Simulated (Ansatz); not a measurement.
Hf2Pd2Se2Br2O3: equation of state with PBE

The system is Hf2Pd2Se2Br2O3.

```xyz
11
Lattice="3.7261 0.0000 0.0000 -1.8631 3.2269 0.0000 0.0000 0.0000 17.0087" Properties=species:S:1:pos:R:3 pbc="T T T"
Hf    1.8631    1.0756   15.8835
Hf    0.0000    2.1513    1.1251
Pd    0.0000    0.0000    5.1533
Pd    0.0000    0.0000   11.8554
Se    0.0000    2.1513    3.8523
Se    1.8631    1.0756   13.1564
Br    1.8631    1.0756    6.7800
Br    0.0000    2.1513   10.2287
O     0.0000    2.1513   15.7652
O     1.8631    1.0756    1.2435
O     0.0000    0.0000    0.0000
```

The cell was built by a generator and needn't be a form met in nature.

```
Program             : Ansatz 0.2.0
Task                : equation of state
Functional          : PBE
Potentials or basis : Ansatz PAW
Cutoff              : 420 eV
Density cutoff      : 1680 eV
k mesh              : 8 × 8 × 2
Occupations         : fermi-dirac, width 0.05 eV
Spin                : no spin polarisation
```

```json
{"Equilibrium volume": "18.59 Å³/atom", "Bulk modulus at fixed shape and positions": "111 GPa", "Pressure derivative of the bulk modulus": "4.6"}
```

Energy against volume, from the lowest point:
```csv
volume (Å³/atom),energy (meV/atom)
17.476,26.03
17.848,11.12
18.220,2.67
18.592,0.00
18.964,2.52
19.336,9.62
19.707,20.89
```

All runs of the series together: 23 s on 8 threads of Arm Neoverse V2 (shared host).

Caveat: the cell was scaled at fixed shape and fractional positions, which overstates the stiffness of a crystal with free parameters, most of all of layers and chains; this functional lacks dispersion, which binds the layers, so the pressure and a relaxed spacing across them are unreliable. The run has no spin-orbit coupling, so splittings on Hf are missing.
